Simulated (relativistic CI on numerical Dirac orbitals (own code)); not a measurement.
**Zr⁺: M2,3 absorption multiplets**

Wanted: the shape of the M2,3 absorption spectrum of Zr⁺ in 4 surroundings, from the same atomic integrals.

The numbers are computed with relativistic CI on numerical Dirac orbitals (own code) version 1 (Dirac-Coulomb-Breit CI, KLI orbitals optimised for each configuration, model QED (radiative potential, 1s self-energy scaled to tabulated hydrogen-like ionisation energies), valence Slater integrals scaled by 0.9, multiplet model of core-to-valence dipole absorption in a parametric crystal field), except any that are marked as measured or tabulated.

## (1) The atom as given

- ion: Zr⁺ (Zr II)
- nuclear charge: 40
- electrons: 39
- configurations: [Kr] 4d3 → [Ne] 3s2 3p5 3d10 4s2 4p6 4d4
- magnetising field for the dichroism, Lz and Sz: exchange field 10 meV on Sz; these come from the lowest magnetised state alone (0 K)
- temperature of the isotropic spectrum: 80 K
- widths: Lorentz 2 eV, Gauss 0.4 eV
- surrounding 1: D4h, 10Dq = 18300, Ds = -1060, Dt = 720 cm⁻¹
- surrounding 2: Oh, 10Dq = 22150 cm⁻¹
- surrounding 3: Td, 10Dq = -7000 cm⁻¹
- surrounding 4: Td, 10Dq = -4200 cm⁻¹

## (2) Surrounding 1: D4h, 10Dq = 18300, Ds = -1060, Dt = 720

Settings, as recorded:

```ini
atom Zr  Z=40  charge=1  electrons=39
nucleus A=90  rms_radius_fm=4.2694
hamiltonian dirac-coulomb  breit=on  qed=on  c_scale=1
orbitals kli  potential=per-configuration
slater_scale 0.9
correlation none
mixing on
configurations
  [Kr] 4d3
  [Ne] 3s2 3p5 3d10 4s2 4p6 4d4
end
absorption M2,3 T=80 lorentz=2 gauss=0.4
crystal_field D4h 10Dq=18300 Ds=-1060 Dt=720
```

## (3) Surrounding 2: Oh, 10Dq = 22150

Changes to the settings of step 2:

```diff
@@ -12,2 +12,2 @@
 absorption M2,3 T=80 lorentz=2 gauss=0.4
-crystal_field D4h 10Dq=18300 Ds=-1060 Dt=720
+crystal_field Oh 10Dq=22150
```

## (4) Surrounding 3: Td, 10Dq = -7000

Changes to the settings of step 3:

```diff
@@ -12,2 +12,2 @@
 absorption M2,3 T=80 lorentz=2 gauss=0.4
-crystal_field Oh 10Dq=22150
+crystal_field Td 10Dq=-7000
```

## (5) Surrounding 4: Td, 10Dq = -4200

Changes to the settings of step 4:

```diff
@@ -12,2 +12,2 @@
 absorption M2,3 T=80 lorentz=2 gauss=0.4
-crystal_field Td 10Dq=-7000
+crystal_field Td 10Dq=-4200
```

(Steps that only read results are left out.)

What does the calculation give? Wanted: highest peak, first run; ground spin; share of the lower edge; core spin-orbit splitting.

**Answer**, as computed:

| surrounding | ground S | Lz (0 K) | Sz (0 K) | centroid (eV) | share of the lower edge | up to four highest peaks (% of the highest), eV |
| --- | --- | --- | --- | --- | --- | --- |
| 1: D4h | 1.50 | 0.06 | -1.50 | 338.01 | 0.724 | 334.0 (100), 347.8 (39) |
| 2: Oh | 1.50 | 0.05 | -1.50 | 338.21 | 0.722 | 334.2 (100), 347.8 (41) |
| 3: Td | 1.49 | 1.50 | -1.47 | 337.22 | 0.764 | 333.8 (100), 347.8 (28) |
| 4: Td | 1.50 | 1.67 | -1.48 | 337.18 | 0.765 | 334.0 (100), 348.0 (28) |

| quantity | value |
| --- | --- |
| highest peak, first run | 334.0 eV |
| ground spin (effective S from ⟨S²⟩) | 1.50 |
| share of the lower edge | 0.722 to 0.765 |
| core spin-orbit splitting (without Breit) | 13.94 eV |

The lower edge takes 0.72 of the intensity in surrounding 1, above the statistical 0.67. The position of the maximum differs by up to 0.5 eV between the surroundings, by shifts of peaks or by peaks exchanging rank. Edge positions are free-ion values and differ from those in solids by a few eV or more.
